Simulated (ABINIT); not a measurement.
A run of ABINIT 10.8.3 (patched build) is set up as follows.

File run.abi:

```
# Pseudopotentials
pp_dirpath "./"
pseudos "In.upf, As.upf"

# Structure
acell 4.2680965312 4.2680965312 4.2680965312 Angstrom
rprim
     0.0000000000     0.7071067812     0.7071067812
     0.7071067812     0.0000000000     0.7071067812
     0.7071067812     0.7071067812     0.0000000000
ntypat 2
znucl 49 33
natom 2
typat 1 2
chkprim 0
chksymtnons 0
tolsym 1.0e-6
xred
            0.0            0.0            0.0
            3/4            3/4            3/4

# Plane-wave basis
ecut 40.0
ecutsm 0.5

# k points
kptopt 1
ngkpt 6 6 6
nshiftk 1
shiftk 0.0 0.0 0.0

# Exchange and correlation
ixc 7

# Bands and occupations
nband 18
occopt 3
tsmear 0.00183747

# SCF cycle
nstep 80
tolvrs 1.0e-12

# Output
iomode 3
prteig 0
prtebands 0
prtwf 0
prtden 0

# Relaxation
ionmov 2
optcell 2
ntime 50
tolmxf 2.0e-5
dilatmx 1.08
```

Potentials or basis: PseudoDojo NC SR LDA v0.4.1 standard.

Command:

```sh
$ mpirun --bind-to none -np 4 abinit run.abi > log 2>&1
```

(1) Predict the relaxed cell.

(2) What does it give for the relaxed volume?

(3) Predict the band gap on the k mesh.

Answers

(1) a = 4.261 Å, b = 4.261 Å, c = 4.261 Å, α = 60.00°, β = 60.00°, γ = 60.00°.

(2) 27.35 Å³/atom.

(3) none (metal or under the smearing width).

Caveat: this crystal is a semiconductor, whose small gap the functional closes, so the metal is an error of the method.
